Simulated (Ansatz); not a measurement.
# CoO: the cost of one run

Method: DFT PBE+U (U_eff = 3.3 eV on Co 3d), scalar-relativistic, plane waves, PAW, in Ansatz 0.2.0.

These runs use a low cutoff (300 eV) and a coarse mesh on purpose, to show what cheap settings give: their numbers aren't properties of the material.

## 1. The starting structure

The structure is cubic, space group Fm-3m (No. 225). The conventional cell has a = 4.263 Å, b = 4.263 Å, c = 4.263 Å, α = 90.00°, β = 90.00°, γ = 90.00°. Co (site symmetry m-3m) is surrounded by 6 O at 2.13 Å. O (site symmetry m-3m) has 6 Co at 2.13 Å as nearest neighbours.

Coordinates:

```
CELL_PARAMETERS angstrom
0.00000 2.13150 2.13150
2.13150 0.00000 2.13150
2.13150 2.13150 0.00000
ATOMIC_POSITIONS crystal
Co 0.00000 0.00000 0.00000
O 0.50000 0.50000 0.50000
```

Starting moments: Co 3.00 μB.

## 2. First run, at the start cell

Contents of input.yaml:

```yaml
crystal:
  lattice:
    - [0.0, 2.1315, 2.1315]
    - [2.1315, 0.0, 2.1315]
    - [2.1315, 2.1315, 0.0]
  atoms:
    - { symbol: Co, position: [0.0, 0.0, 0.0], spin: 3.0 }
    - { symbol: O, position: [0.5, 0.5, 0.5] }
basis:
  ecutwfc: 300
  ecutrho_ratio: 4
kpoints:
  mp_grid: { grid: [6, 6, 6] }
hamiltonian:
  xc: pbe
  hubbard: { sites: [{ species: Co, l: d, u_eff: 3.3 }] }
scf:
  occupations: { method: gaussian, width: 0.05 }
output:
  forces: true
  stress: true
  eigenvalues: true
  populations: true
  hubbard: { sites: [{ species: Co, l: d }] }
magnetization:
  spin_polarized: true
```

Command:

```
$ ansatz run input.yaml --threads 1 --pin off --max-ram 2560MiB --backend cpu --events-out ev --progress --plain --runs-dir out
```

**Question.** How long does this run take on 1 thread of Arm Neoverse V2, shared host, and how much memory does it need?

About 10 s, with a peak of 0.37 GiB.
